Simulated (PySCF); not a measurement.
# AuCl₆ (-3): ligand-field states, part 2 of 2

PySCF 2.14.0. Atoms count from 0.

## (6) Ligand-field states: state-averaged CASSCF (polar angle and twist at [52, 30]°) in water

What the job is given:

```
{"job": {"kind": "lf", "basis": {"metal": "x2c-TZVPall", "ligand": "x2c-SVPall"}, "nevpt": true, "solvent": "water", "reuse": true}, "charge": -3, "metal": "Au", "open_shell": "d8"}
Au     0.000000     0.000000     0.000000
Cl     1.948569    -0.522118     1.576093
Cl    -0.522118     1.948569     1.576093
Cl    -1.426452    -1.426452     1.576093
Cl     1.948569     0.522118    -1.576093
Cl    -1.426452     1.426452    -1.576093
Cl    -0.522118    -1.948569    -1.576093
```

Level: state-averaged CASSCF of the metal d shell, SC-NEVPT2 on the averaged canonical orbitals, state-interaction spin-orbit coupling.

The program printed:

```text
basis functions 189, electrons 184, active (8e, 5o)
start from the orbitals of the previous structure
stage 1: DIIS on the effective Fock matrix, level shift 0.30
cycle   1  E = -21775.6627602125  dE = -2.178e+04  max|g| = 2.746e+01
cycle   2  E = -21776.7135007056  dE = -1.051e+00  max|g| = 1.919e-01
cycle   3  E = -21776.6251393743  dE =  8.836e-02  max|g| = 8.809e-02
cycle   4  E = -21776.6489819920  dE = -2.384e-02  max|g| = 9.210e-02
cycle   5  E = -21776.7018744144  dE = -5.289e-02  max|g| = 1.329e-01
cycle   6  E = -21776.8057487499  dE = -1.039e-01  max|g| = 7.791e-02
cycle   7  E = -21776.8036262673  dE =  2.122e-03  max|g| = 7.096e-02
cycle   8  E = -21776.7521729838  dE =  5.145e-02  max|g| = 6.304e-02
cycle   9  E = -21776.6972264411  dE =  5.495e-02  max|g| = 4.898e-02
cycle  10  E = -21776.7150623783  dE = -1.784e-02  max|g| = 4.871e-02
cycle  11  E = -21776.7212888633  dE = -6.226e-03  max|g| = 4.859e-02
cycle  12  E = -21776.7178341571  dE =  3.455e-03  max|g| = 4.961e-02
cycle  13  E = -21776.7115370413  dE =  6.297e-03  max|g| = 6.383e-02
cycle  14  E = -21776.7085728167  dE =  2.964e-03  max|g| = 6.825e-02
cycle  15  E = -21776.7119779759  dE = -3.405e-03  max|g| = 6.912e-02
stage 2: quasi-Newton rotations from the point of smallest gradient
cycle  17  E = -21776.7548749494  dE = -3.359e-02  max|g| = 6.588e-02
cycle  18  E = -21776.7904814064  dE = -3.561e-02  max|g| = 5.360e-02
cycle  20  E = -21776.8175826964  dE = -2.710e-02  max|g| = 4.061e-02
cycle  21  E = -21776.8347790990  dE = -1.720e-02  max|g| = 2.877e-02
cycle  23  E = -21776.8358375465  dE = -1.058e-03  max|g| = 3.205e-02
cycle  24  E = -21776.8372008899  dE = -1.363e-03  max|g| = 3.139e-03
cycle  25  E = -21776.8372953636  dE = -9.447e-05  max|g| = 1.036e-03
cycle  26  E = -21776.8373186500  dE = -2.329e-05  max|g| = 5.700e-04
cycle  27  E = -21776.8373215706  dE = -2.921e-06  max|g| = 2.074e-04
cycle  28  E = -21776.8373229997  dE = -1.429e-06  max|g| = 1.990e-04
cycle  29  E = -21776.8373232334  dE = -2.336e-07  max|g| = 8.387e-05
cycle  30  E = -21776.8373233239  dE = -9.052e-08  max|g| = 2.671e-05
cycle  31  E = -21776.8373233456  dE = -2.168e-08  max|g| = 3.117e-05
cycle  32  E = -21776.8373233521  dE = -6.563e-09  max|g| = 1.119e-05
cycle  33  E = -21776.8373233535  dE = -1.364e-09  max|g| = 3.256e-06
converged average energy = -21776.8373233535

 mult deg   label        CASSCF/cm-1   NEVPT2/cm-1
   3   1   3A2                 0.0           0.0
   1   2   1E               8427.8        5638.0
   1   1   1A1             15264.2       11340.7
   3   1   3A1             15127.9       18615.7
   3   1   3F              15607.0       20235.4
   3   1   3F              15609.8       20237.9
   3   1   3A2             18006.6       21280.0
   1   1   1A1             22407.3       24343.3
   1   2   1E              23057.5       24985.4
   3   1   3P              22052.7       26415.0
   3   1   3P              22054.8       26415.6
   1   1   1A2             26773.1       26711.5
   1   2   1E              26288.0       29827.5
   3   1   3A2             34561.1       39593.8
   3   1   3F              34300.2       42481.5
   3   1   3F              34304.9       42485.6
   1   2   1E              40514.1       44634.4
   1   1   1A1             43076.9       48442.1
   1   1   1G              43054.1       49420.5
   1   1   1G              43058.8       49423.2
   1   1   1A1             57174.5       57525.0

spin-orbit levels / cm-1
      0.00  x1  3A2 0.92
    170.49  x1  3A2 0.93
    170.55  x1  3A2 0.93
   5372.48  x1  1E 0.90
   5373.31  x1  1E 0.90
  11292.99  x1  1A1 0.86 3A2 0.04 3P 0.04
  16454.16  x1  3A1 0.49 3A2 0.35 3F 0.10
  16455.08  x1  3A1 0.49 3A2 0.35 3F 0.10
  18374.59  x1  3A1 0.74 1A2 0.08 3F 0.04
  18738.15  x1  3F 0.41 3F 0.36 3P 0.11
  18741.66  x1  3F 0.42 3F 0.36 3P 0.11
  19804.26  x1  3F 0.52 1E 0.18 3A1 0.07
  19806.23  x1  3F 0.52 1E 0.18 3A1 0.07
  20212.49  x1  3A2 0.45 1A1 0.20 3F 0.13
  23879.24  x1  3F 0.44 3F 0.44 3A1 0.11
  25329.51  x1  3A2 0.31 3F 0.30 3F 0.30
  25853.05  x1  3A2 0.57 3A1 0.30 3P 0.04
  25853.52  x1  3A2 0.57 3A1 0.30 3P 0.04
  26326.80  x1  1A1 0.67 3A2 0.17 3A2 0.06
  26578.03  x1  1E 0.43 3F 0.22 3P 0.17
  26580.10  x1  1E 0.43 3F 0.22 3P 0.17
  27600.40  x1  1A2 0.40 3P 0.20 3P 0.20
  28864.26  x1  3P 0.42 3P 0.39 1A1 0.08
  28873.65  x1  3P 0.38 3P 0.37 3F 0.07
  28875.11  x1  3P 0.39 3P 0.37 3F 0.07
  29783.71  x1  3P 0.62 1E 0.23 1E 0.04
  29784.03  x1  3P 0.62 1E 0.23 1E 0.04
  30449.20  x1  1A2 0.49 3P 0.25 3P 0.25
  32380.87  x1  1E 0.88 3P 0.04 3F 0.04
  32382.79  x1  1E 0.88 3P 0.04 3F 0.04
```

Run time: 20 s. Hardware: 1 thread of AMD EPYC 9R45, shared host; peak memory 0.61 GiB.

Warnings kept with the result: an active orbital is not mainly the metal shell.

An active orbital is only 56 % metal, under the run's own bar for a metal shell, so levels, ζ, ground spin and magnetism of this run may not be those of the metal's shell and are not read here.

## (7) Ligand-field states: state-averaged CASSCF (polar angle and twist at [50, 15]°) in water

What the job is given:

```
{"job": {"kind": "lf", "basis": {"metal": "x2c-TZVPall", "ligand": "x2c-SVPall"}, "nevpt": true, "solvent": "water", "reuse": true}, "charge": -3, "metal": "Au", "open_shell": "d8"}
Au     0.000000     0.000000     0.000000
Cl     1.944297    -0.255971     1.645536
Cl    -0.750470     1.811796     1.645536
Cl    -1.193826    -1.555824     1.645536
Cl     1.944297     0.255971    -1.645536
Cl    -1.193826     1.555824    -1.645536
Cl    -0.750470    -1.811796    -1.645536
```

With the program's defaults for keys left out, this is: state-averaged CASSCF of the metal d shell, SC-NEVPT2 on the averaged canonical orbitals, state-interaction spin-orbit coupling.

The program printed:

```text
basis functions 189, electrons 184, active (8e, 5o)
start from the orbitals of the previous structure
stage 1: DIIS on the effective Fock matrix, level shift 0.30
cycle   1  E = -21775.8035719766  dE = -2.178e+04  max|g| = 2.430e+01
cycle   2  E = -21776.7226691276  dE = -9.191e-01  max|g| = 1.843e-01
cycle   3  E = -21776.6281359338  dE =  9.453e-02  max|g| = 8.239e-02
cycle   4  E = -21776.6490470264  dE = -2.091e-02  max|g| = 8.057e-02
cycle   5  E = -21776.6823711573  dE = -3.332e-02  max|g| = 1.033e-01
cycle   6  E = -21776.7788699506  dE = -9.650e-02  max|g| = 8.507e-02
cycle   7  E = -21776.8165184375  dE = -3.765e-02  max|g| = 3.531e-02
cycle   8  E = -21776.8107434085  dE =  5.775e-03  max|g| = 3.202e-02
cycle   9  E = -21776.8053790420  dE =  5.364e-03  max|g| = 3.638e-02
cycle  10  E = -21776.8012101412  dE =  4.169e-03  max|g| = 4.479e-02
cycle  11  E = -21776.7962837502  dE =  4.926e-03  max|g| = 4.933e-02
cycle  12  E = -21776.7903129232  dE =  5.971e-03  max|g| = 5.122e-02
cycle  13  E = -21776.7833665573  dE =  6.946e-03  max|g| = 5.365e-02
cycle  14  E = -21776.7715920004  dE =  1.177e-02  max|g| = 4.949e-02
cycle  15  E = -21776.7517929308  dE =  1.980e-02  max|g| = 8.333e-02
stage 2: quasi-Newton rotations from the point of smallest gradient
cycle  17  E = -21776.8221732960  dE = -1.143e-02  max|g| = 3.404e-02
cycle  18  E = -21776.8273419079  dE = -5.169e-03  max|g| = 1.758e-02
cycle  19  E = -21776.8279258628  dE = -5.840e-04  max|g| = 4.117e-03
cycle  20  E = -21776.8279627942  dE = -3.693e-05  max|g| = 1.056e-03
cycle  21  E = -21776.8279723874  dE = -9.593e-06  max|g| = 5.687e-04
cycle  22  E = -21776.8279747094  dE = -2.322e-06  max|g| = 3.098e-04
cycle  23  E = -21776.8279753980  dE = -6.886e-07  max|g| = 9.342e-05
cycle  24  E = -21776.8279755966  dE = -1.986e-07  max|g| = 7.877e-05
cycle  25  E = -21776.8279756375  dE = -4.092e-08  max|g| = 3.457e-05
cycle  26  E = -21776.8279756485  dE = -1.101e-08  max|g| = 1.314e-05
cycle  27  E = -21776.8279756513  dE = -2.794e-09  max|g| = 8.901e-06
converged average energy = -21776.8279756513

 mult deg   label        CASSCF/cm-1   NEVPT2/cm-1
   3   1   3A2                 0.0           0.0
   1   2   1E               8108.5        5176.0
   1   1   1A1             13818.0       10339.3
   3   1   3A1             12845.6       14846.4
   3   1   3A2             13081.8       15603.3
   3   2   3E              13458.6       16681.0
   1   2   1E              20570.8       20317.4
   1   1   1A1             20722.5       21009.2
   1   1   1A2             24905.0       22796.7
   3   1   3P              21033.1       25350.8
   3   1   3P              21036.9       25355.9
   1   1   1G              24760.9       28881.8
   1   1   1G              24764.5       28885.4
   3   1   3A2             30778.2       33331.3
   1   2   1E              35106.8       36868.0
   3   1   3F              29817.7       37655.8
   3   1   3F              29819.9       37658.7
   1   1   1A1             38049.1       40527.4
   1   1   1G              38838.1       44359.6
   1   1   1G              38840.9       44363.5
   1   1   1A1             54040.0       54819.8

spin-orbit levels / cm-1
      0.00  x1  3A2 0.89 3E 0.06 1A1 0.04
    598.49  x2  3A2 0.92 3E 0.04
   5255.30  x1  1E 0.88 3E 0.04 3A1 0.03
   5255.46  x1  1E 0.88 3E 0.04 3A1 0.03
  11154.90  x1  1A1 0.82 3A2 0.05 3P 0.04
  12149.10  x1  3A1 0.47 3A2 0.47 3E 0.03
  12149.26  x1  3A1 0.47 3A2 0.47 3E 0.03
  15544.30  x1  3E 0.61 1E 0.28 3P 0.04
  15544.85  x1  3E 0.61 1E 0.28 3P 0.04
  15723.22  x1  3A1 0.86 1A2 0.07
  16294.72  x1  3A2 0.71 1A1 0.12 3E 0.08
  16473.90  x1  3E 0.85 1E 0.05
  16474.87  x1  3E 0.85 1E 0.05
  20766.13  x1  3E 0.98
  21526.52  x1  3E 0.79 3A2 0.10 3A2 0.06
  22253.20  x1  3A2 0.48 3A1 0.41 1E 0.04
  22253.21  x1  3A2 0.48 3A1 0.41 1E 0.04
  23308.28  x1  1A1 0.80 3A2 0.11 3A2 0.04
  23644.86  x1  1E 0.45 3E 0.27 3P 0.11
  23645.88  x1  1E 0.45 3E 0.27 3P 0.11
  24823.68  x1  1A2 0.79 3A1 0.10 3P 0.03
  27061.93  x1  3P 0.44 3P 0.44 1E 0.05
  27062.10  x1  3P 0.44 3P 0.43 1E 0.05
  28619.30  x1  3P 0.40 3P 0.40 1A1 0.09
  28689.93  x1  3P 0.81 1E 0.14
  28693.61  x1  3P 0.81 1E 0.14
  29074.37  x1  3P 0.45 3P 0.45 1A2 0.10
  31497.61  x1  1G 0.93 3E 0.03
  31501.25  x1  1G 0.93 3E 0.03
  32729.79  x1  3A2 0.64 1A1 0.20 1A1 0.04
```

Run time: 18 s. Hardware: 1 thread of AMD EPYC 9R45, shared host; peak memory 0.61 GiB.

Warnings kept with the result: an active orbital is not mainly the metal shell.

An active orbital is only 56 % metal, under the run's own bar for a metal shell, so levels, ζ, ground spin and magnetism of this run may not be those of the metal's shell and are not read here.

## (8) Ligand-field states: state-averaged CASSCF (polar angle and twist at [49.1, 0]°) in water

What the job is given:

```
{"job": {"kind": "lf", "basis": {"metal": "x2c-TZVPall", "ligand": "x2c-SVPall"}, "nevpt": true, "solvent": "water", "reuse": true}, "charge": -3, "metal": "Au", "open_shell": "d8"}
Au     0.000000     0.000000     0.000000
Cl     1.934985     0.000000     1.676136
Cl    -0.967492     1.675746     1.676136
Cl    -0.967492    -1.675746     1.676136
Cl     1.934985     0.000000    -1.676136
Cl    -0.967492     1.675746    -1.676136
Cl    -0.967492    -1.675746    -1.676136
```

With the program's defaults for keys left out, this is: state-averaged CASSCF of the metal d shell, SC-NEVPT2 on the averaged canonical orbitals, state-interaction spin-orbit coupling.

The program printed:

```text
basis functions 189, electrons 184, active (8e, 5o)
start from the orbitals of the previous structure
stage 1: DIIS on the effective Fock matrix, level shift 0.30
cycle   1  E = -21775.9610899229  dE = -2.178e+04  max|g| = 2.355e+01
cycle   2  E = -21776.5634683512  dE = -6.024e-01  max|g| = 2.028e-01
cycle   3  E = -21776.6409331737  dE = -7.746e-02  max|g| = 7.298e-02
cycle   4  E = -21776.6637202799  dE = -2.279e-02  max|g| = 4.711e-02
cycle   5  E = -21776.6928779421  dE = -2.916e-02  max|g| = 3.989e-02
cycle   6  E = -21776.7510741735  dE = -5.820e-02  max|g| = 6.134e-02
cycle   7  E = -21776.7946697232  dE = -4.360e-02  max|g| = 3.943e-02
cycle   8  E = -21776.8053454447  dE = -1.068e-02  max|g| = 3.489e-02
cycle   9  E = -21776.8031359075  dE =  2.210e-03  max|g| = 3.377e-02
cycle  10  E = -21776.8000205181  dE =  3.115e-03  max|g| = 3.229e-02
cycle  11  E = -21776.7961386380  dE =  3.882e-03  max|g| = 3.433e-02
cycle  12  E = -21776.7879239528  dE =  8.215e-03  max|g| = 3.882e-02
cycle  13  E = -21776.7706166170  dE =  1.731e-02  max|g| = 4.798e-02
cycle  14  E = -21776.7493887096  dE =  2.123e-02  max|g| = 6.540e-02
cycle  15  E = -21776.7262879379  dE =  2.310e-02  max|g| = 1.116e-01
stage 2: quasi-Newton rotations from the point of smallest gradient
cycle  17  E = -21776.8141179584  dE = -1.410e-02  max|g| = 2.087e-02
cycle  18  E = -21776.8201234111  dE = -6.005e-03  max|g| = 1.803e-02
cycle  19  E = -21776.8235091655  dE = -3.386e-03  max|g| = 8.273e-03
cycle  20  E = -21776.8236525097  dE = -1.433e-04  max|g| = 2.315e-03
cycle  21  E = -21776.8236865004  dE = -3.399e-05  max|g| = 1.195e-03
cycle  22  E = -21776.8237009480  dE = -1.445e-05  max|g| = 4.029e-04
cycle  23  E = -21776.8237025878  dE = -1.640e-06  max|g| = 3.095e-04
cycle  24  E = -21776.8237035671  dE = -9.792e-07  max|g| = 1.445e-04
cycle  25  E = -21776.8237037524  dE = -1.853e-07  max|g| = 1.144e-04
cycle  26  E = -21776.8237038531  dE = -1.007e-07  max|g| = 4.537e-05
cycle  27  E = -21776.8237038655  dE = -1.240e-08  max|g| = 2.385e-05
cycle  28  E = -21776.8237038687  dE = -3.154e-09  max|g| = 1.436e-05
cycle  29  E = -21776.8237038693  dE = -6.658e-10  max|g| = 7.764e-06
converged average energy = -21776.8237038693

 mult deg   label        CASSCF/cm-1   NEVPT2/cm-1
   3   1   3A2'                0.0           0.0
   1   1   1G               7827.5        4902.3
   1   1   1G               7833.8        4904.3
   1   1   1A1'            12830.5        9686.8
   3   1   3A2''           10578.4       13010.4
   3   1   3A1''           11643.7       13203.9
   3   1   3F              12247.4       15019.0
   3   1   3F              12253.4       15020.3
   1   2   1E''            19141.5       18226.9
   1   1   1A1''           20033.5       19749.9
   1   1   1A2''           23857.1       21090.5
   3   1   3P              20582.6       24844.3
   3   1   3P              20595.3       24862.8
   1   1   1G              23952.2       28359.0
   1   1   1G              23968.0       28377.6
   3   1   3A2'            28989.9       30730.4
   1   2   1E'             32692.2       33655.9
   3   1   3F              27544.5       35574.8
   3   1   3F              27546.7       35577.6
   1   1   1A1'            35474.7       36900.3
   1   1   1D              36831.1       42179.4
   1   1   1D              36834.6       42184.7
   1   1   1A1'            52701.4       53811.1

spin-orbit levels / cm-1
      0.00  x1  3A2' 0.86 1A1' 0.06 3F 0.04
    972.38  x1  3A2' 0.92 3F 0.04
    972.46  x1  3A2' 0.92 3F 0.04
   5260.85  x1  1G 0.87 3A1'' 0.03
   5262.14  x1  1G 0.87 3A1'' 0.03
  10118.16  x1  3A2'' 0.51 3A1'' 0.47
  10118.42  x1  3A2'' 0.51 3A1'' 0.47
  11261.04  x1  1A1' 0.85 3P 0.05 3P 0.05
  13845.40  x1  3F 0.57 1E'' 0.37
  13846.10  x1  3F 0.57 1E'' 0.37
  14338.80  x1  3A2'' 0.87 1A1'' 0.09
  14611.73  x1  3A1'' 0.89 1A2'' 0.07
  15176.06  x1  3F 0.46 3F 0.46 3F 0.03
  15176.22  x1  3F 0.46 3F 0.46 3F 0.03
  19391.43  x1  3F 0.50 3F 0.50
  19895.13  x1  3F 0.43 3F 0.43 3A2' 0.08
  20835.67  x1  3A1'' 0.47 3A2'' 0.44 1G 0.05
  20836.43  x1  3A1'' 0.47 3A2'' 0.44 1G 0.05
  22394.49  x1  1A1'' 0.86 3A2'' 0.11
  22523.07  x1  1E'' 0.43 3F 0.31 3P 0.10
  22526.51  x1  1E'' 0.43 3F 0.31 3P 0.10
  23582.57  x1  1A2'' 0.88 3A1'' 0.09
  26255.47  x1  3P 0.46 3P 0.45 1G 0.06
  26255.49  x1  3P 0.46 3P 0.45 1G 0.06
  28208.88  x1  3P 0.81 1E'' 0.13 1G 0.04
  28222.79  x1  3P 0.81 1E'' 0.13 1G 0.04
  29108.42  x1  3P 0.36 3P 0.35 3A2' 0.11
  29148.23  x1  3P 0.50 3P 0.50
  29824.08  x1  3A2' 0.61 1A1' 0.22 3P 0.07
  31412.63  x1  1G 0.91 3P 0.04
```

It took 18 s on 1 thread of AMD EPYC 9R45, shared host; peak memory 0.61 GiB.

Warnings kept with the result: an active orbital is not mainly the metal shell.

An active orbital is only 55 % metal, under the run's own bar for a metal shell, so levels, ζ, ground spin and magnetism of this run may not be those of the metal's shell and are not read here.

## (9) Results

What follows sums up all 2 parts.

| quantity | value |
| --- | --- |
| ligand-field states | no level gives a usable value |

**Reading.** Steps 2, 3, 4, 5, 6, 7, 8 are set aside: its active space failed the test for the metal's shell.
